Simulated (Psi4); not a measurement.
# GaH3 (SMILES [H][Ga]([H])[H]): levels of theory compared

Wanted: a comparison of 6 runs (HF/3-21G, wB97X/6-31G, PBE0/def2-SVP, PBE/pcseg-2, MP2/cc-pV(T+d)Z, UOMP3/aug-pcseg-0) of GaH3. 

Program for the calculation: Psi4 1.11.

6 further runs of the same task are left out: 3 for a known fault of the program, 3 set aside as unsound or not needed.

## Step 1: The structure to begin with

The species is GaH3 (4 atoms), meant as a singlet with charge 0. SMILES: `[H][Ga]([H])[H]`. The shape comes from GFN2-xTB, which is rough for such elements, and wasn't checked as a minimum.

Bond lengths: Ga1–H2 1.567 Å, Ga1–H3 1.567 Å, Ga1–H4 1.566 Å. Angles: H2–Ga1–H3 120.0°, H2–Ga1–H4 120.0°, H3–Ga1–H4 120.0°.

## Step 2: The energy at HF/3-21G (run 1)

job.dat reads:

```
memory 1600 MB

molecule mol {
  0 1
  Ga    -0.00030236     0.00011338     0.00241885
  H      2.95948119    -0.05506662     0.02526564
  H     -1.43207225     2.59083341    -0.03518670
  H     -1.52710658    -2.53588018     0.00750221
  units bohr
  symmetry c1
}

set {
  basis 3-21G
  reference rhf
  puream true
  e_convergence 1e-09
  d_convergence 1e-08
  scf_type pk
}

energy_value, wavefunction = energy('scf', return_wfn=True)
oeprop(wavefunction, 'QUADRUPOLE', 'MAYER_INDICES', 'DIPOLE', title='SCF')
print_variables()
```

Launch:

```sh
$ psi4 -n 1 job.dat job.out
```

job.out:

```text
[...]
  Running in c1 symmetry.
[...]
  Nuclear repulsion =   32.001201405435303
[...]
  Multiplicity = 1
[...]
  Nalpha       = 17
  Nbeta        = 17
[...]
    Number of basis functions: 28
[...]
   @RHF iter   1: -1915.15208621803049   -4.27723e+00   2.38091e-02 DIIS/ADIIS
[...]
   @RHF iter   8: -1915.52380499947208   -2.95586e-12   4.04138e-09 DIIS
[...]
    Orbital Energies [Eh]
    ---------------------
    Doubly Occupied:
       1A   -376.411517     2A    -47.944926     3A    -42.204151
       4A    -42.202352     5A    -42.202351     6A     -6.339211
       7A     -4.416896     8A     -4.411711     9A     -4.411710
      10A     -1.098485    11A     -1.095946    12A     -1.095946
      13A     -1.090082    14A     -1.090080    15A     -0.593525
      16A     -0.423059    17A     -0.423001
[...]
  @RHF Final Energy: -1915.52380499947208
   => Energetics <=
    Nuclear Repulsion Energy =             32.0012014054353031
    One-Electron Energy =               -2740.1401152602675211
    Two-Electron Energy =                 792.6151088553598356
    Total Energy =                      -1915.5238049994723042
[...]
 Multipole Moments:
 ------------------------------------------------------------------------------------
     Multipole            Electronic (a.u.)      Nuclear  (a.u.)        Total (a.u.)
 ------------------------------------------------------------------------------------
 L = 1.  Multiply by 2.5417464519 to convert [e a0] to [Debye]
 Dipole X            :         -0.0011326            0.0006334           -0.0004992
 Dipole Y            :          0.0004109           -0.0002375            0.0001733
 Dipole Z            :          0.0085021           -0.0050674            0.0034347
 Magnitude           :                                                    0.0034751
 L = 2.  Multiply by 1.3450342976 to convert [e a0^2] to [Debye ang]
 Quadrupole XX       :        -29.9577354           13.1414148          -16.8163206
 Quadrupole XY       :          0.0005187           -0.0006701           -0.0001514
[...]
```

Wall time 1.4 s (1 thread of Intel Xeon 6975P-C (Granite Rapids), shared host); peak memory 0.2 GiB.

## Step 3: The energy at wB97X/6-31G (run 2)

gah3.xyz reads:

```xyz
4
GaH3
Ga    -0.000160     0.000060     0.001280
H      1.566090    -0.029140     0.013370
H     -0.757820     1.371010    -0.018620
H     -0.808110    -1.341930     0.003970
```

run.py reads:

```python
import psi4

psi4.set_memory(1600000000)
psi4.set_num_threads(1)
psi4.set_output_file('run.log', False)

with open('gah3.xyz') as f:
    atoms = ''.join(f.readlines()[2:])
m = psi4.geometry('0 1\n' + atoms + 'symmetry c1')

psi4.set_options({
    'puream': True,
    'e_convergence': 1e-09,
    'd_convergence': 1e-08,
    'scf_type': 'pk',
    'dft_radial_points': 99,
    'dft_spherical_points': 590,
})

result = psi4.energy('wb97x/6-31G')
print(f'wb97x/6-31G energy: {result:.10f} Eh')
```

Launch:

```sh
$ python run.py
```

run.log:

```text
[...]
  Running in c1 symmetry.
[...]
  Nuclear repulsion =   32.001201395424033
[...]
  Multiplicity = 1
[...]
  Nalpha       = 17
  Nbeta        = 17
[...]
    Number of basis functions: 33
[...]
   @RKS iter   1: -1924.63354703709115   -2.05631e+00   8.55624e-02 DIIS/ADIIS
[...]
   @RKS iter  11: -1926.30673233718267   -6.82121e-13   5.19504e-10 DIIS
[...]
    Orbital Energies [Eh]
    ---------------------
    Doubly Occupied:
       1A   -372.309857     2A    -45.907438     3A    -40.665482
       4A    -40.661997     5A    -40.661997     6A     -5.564927
       7A     -3.858135     8A     -3.848036     9A     -3.848036
      10A     -0.898025    11A     -0.891319    12A     -0.891318
      13A     -0.889162    14A     -0.889158    15A     -0.572849
      16A     -0.403966    17A     -0.403914
[...]
  @RKS Final Energy: -1926.30673233718267
   => Energetics <=
    Nuclear Repulsion Energy =             32.0012013954240331
    One-Electron Energy =               -2749.5402298632307065
    Two-Electron Energy =                 851.0655976318106468
    DFT Exchange-Correlation Energy =     -59.8333015011867317
    Empirical Dispersion Energy =           0.0000000000000000
    VV10 Nonlocal Energy =                  0.0000000000000000
    Total Energy =                      -1926.3067323371824386
[...]
 Multipole Moments:
 ------------------------------------------------------------------------------------
     Multipole            Electronic (a.u.)      Nuclear  (a.u.)        Total (a.u.)
 ------------------------------------------------------------------------------------
 L = 1.  Multiply by 2.5417464519 to convert [e a0] to [Debye]
 Dipole X            :         -0.0010385            0.0006334           -0.0004050
 Dipole Y            :          0.0003639           -0.0002375            0.0001264
 Dipole Z            :          0.0075067           -0.0050674            0.0024393
 Magnitude           :                                                    0.0024759
[...]
```

Standard output:

```text
wb97x/6-31G energy: -1926.3067323372 Eh
```

Run time: 3.9 s. Hardware: 1 thread of Intel Xeon 6975P-C (Granite Rapids), shared host; peak memory 0.41 GiB.

Runs 3 to 5 aren't shown in full; the table further down has their settings and results.

## Step 4: The energy at UOMP3/aug-pcseg-0 (run 6)

gah3.json reads:

```json
{
  "schema_name": "qcschema_input",
  "schema_version": 1,
  "molecule": {
    "schema_name": "qcschema_molecule",
    "schema_version": 2,
    "symbols": ["Ga", "H", "H", "H"],
    "geometry": [-0.00030236, 0.00011338, 0.00241885, 2.95948119, -0.05506662, 0.02526564, -1.43207225, 2.59083341, -0.0351867, -1.52710658, -2.53588018, 0.00750221],
    "molecular_charge": 0,
    "molecular_multiplicity": 1,
    "fix_symmetry": "c1",
    "fix_com": true,
    "fix_orientation": true
  },
  "driver": "energy",
  "model": {
    "method": "omp3",
    "basis": "aug-pcseg-0"
  },
  "keywords": {
    "reference": "uhf",
    "scf_type": "pk",
    "mp_type": "conv"
  }
}
```

Launch:

```sh
$ psi4 --qcschema gah3.json -n 1 --memory 1600MB
```

stdout:

```text
[...]
  Running in c1 symmetry.
[...]
  Nuclear repulsion =   32.001201405435303
[...]
  Multiplicity = 1
[...]
  Nalpha       = 17
  Nbeta        = 17
[...]
    Number of basis functions: 35
[...]
   @UHF iter   1: -1921.78851059075237   -3.94845e+00   3.38172e-02 ADIIS/DIIS
[...]
   @UHF iter   8: -1922.46834320760900   -2.88765e-11   5.85736e-09 DIIS
[...]
   @S^2 Observed:               -7.460698725E-14
[...]
    Orbital Energies [Eh]
    ---------------------
    Alpha Occupied:
       1A   -378.653794     2A    -47.698181     3A    -42.564663
       4A    -42.562494     5A    -42.562493     6A     -6.347058
       7A     -4.551888     8A     -4.547758     9A     -4.547757
      10A     -1.244167    11A     -1.241008    12A     -1.241008
      13A     -1.235120    14A     -1.235117    15A     -0.610698
      16A     -0.430760    17A     -0.430702
    Alpha Virtual:
      18A      0.010905    19A      0.044535    20A      0.058463
      21A      0.058465    22A      0.105390    23A      0.106931
      24A      0.131296    25A      0.131308    26A      0.217856
[...]
  @UHF Final Energy: -1922.46834320760900
   => Energetics <=
    Nuclear Repulsion Energy =             32.0012014054353031
    One-Electron Energy =               -2745.5297566443305186
    Two-Electron Energy =                 791.0602120312860279
    Total Energy =                      -1922.4683432076089957
  UHF NO Occupations:
  HONO-2 :   15  A 2.0000000
  HONO-1 :   16  A 2.0000000
[...]
 Multipole Moments:
 ------------------------------------------------------------------------------------
     Multipole            Electronic (a.u.)      Nuclear  (a.u.)        Total (a.u.)
 ------------------------------------------------------------------------------------
 L = 1.  Multiply by 2.5417464519 to convert [e a0] to [Debye]
 Dipole X            :          0.0085657           -0.0090708           -0.0005051
 Dipole Y            :         -0.0032267            0.0034014            0.0001747
 Dipole Z            :         -0.0691197            0.0725655            0.0034458
 Magnitude           :                                                    0.0034870
[...]
	SCS-MP2 Total Energy (a.u.)        : -1922.53793724473303
	SOS-MP2 Total Energy (a.u.)        : -1922.54081383105517
[...]
	MP3 Total Energy (a.u.)            : -1922.54603175042416
[...]
	SCS-OMP3 Total Energy (a.u.)       : -1922.54187980610732
	SOS-OMP3 Total Energy (a.u.)       : -1922.54476138328391
[...]
	OMP3 Total Energy (a.u.)           : -1922.54603175042416
[...]
```

The result, in JSON:

```text
{
 "driver": "energy",
 "model": {
  "method": "omp3",
  "basis": "aug-pcseg-0"
 },
 "success": true,
 "return_result": -1922.5460317504242,
 "properties": {
  "calcinfo_nbasis": 35,
  "calcinfo_nmo": 35,
  "calcinfo_nalpha": 17,
  "calcinfo_nbeta": 17,
  "calcinfo_natom": 4,
  "nuclear_repulsion_energy": 32.0012014054353,
  "return_energy": -1922.5460317504242,
  "scf_one_electron_energy": -2745.5297566443305,
  "scf_two_electron_energy": 791.060212031286,
  "scf_dipole_moment": [-0.0005051411054481092, 0.0001747360494230299, 0.0034458255739165805],
  "scf_total_energy": -1922.468343207609,
  "scf_iterations": 8,
  "mp2_same_spin_correlation_energy": -0.008094231059223456,
  "mp2_opposite_spin_correlation_energy": -0.055746633419366046,
  "mp2_singles_energy": 0.0,
  "mp2_doubles_energy": -0.0638408644785895,
  "mp2_correlation_energy": -0.06384086447951631,
  "mp2_total_energy": -1922.5321840720885
 }
}
```

It took 3.9 s on 1 thread of Intel Xeon 6975P-C (Granite Rapids), shared host; peak memory 0.2 GiB.

## Step 5: The series

| run | level | integration grid | task | energy (Eh) | dipole moment (D) | HOMO energy (eV) | LUMO energy (eV) | wall time |
| --- | --- | --- | --- | --- | --- | --- | --- | --- |
| 1 | HF/3-21G | – | energy | -1915.523805 | 0.01 | -11.51 | 0.85 | 1.4 s |
| 2 | wB97X/6-31G | 99 radial × 590 angular | energy | -1926.306732 | 0.01 | -10.99 | 0.04 | 3.9 s |
| 3 | PBE0/def2-SVP | 99 radial × 590 angular | gradient | -1926.111636 | 0.01 | -8.57 | -1.81 | 4.8 s |
| 4 | PBE/pcseg-2 | 99 radial × 590 angular | gradient | -1926.364941 | 0.01 | -7.35 | -2.67 | 9.9 s |
| 5 | MP2/cc-pV(T+d)Z (density fitting, density fitting for correlation) | – | gradient | -1925.178235 | – | – | – | 5.4 s |
| 6 | UOMP3/aug-pcseg-0 | – | energy | -1922.546032 | – | -11.72 | 0.30 | 3.9 s |

## Step 6: What came out

```
                                    quantity           value
                         run 6: total energy  -1922.54603 Eh
  run 6: HOMO energy (Hartree–Fock orbitals)       -11.72 eV
  run 6: LUMO energy (Hartree–Fock orbitals)         0.30 eV
run 6: HOMO–LUMO gap (Hartree–Fock orbitals)        12.02 eV
                   run 6: correlation energy       -77.7 mEh
```

What this shows: Over runs 1, 2, 3, 4 the HOMO–LUMO gap runs from 4.68 eV (PBE/pcseg-2) to 12.36 eV (HF/3-21G). The two ends differ in method and basis. Totals of different functionals can't be ranked against each other. All runs together took 29 s, the longest 9.9 s.
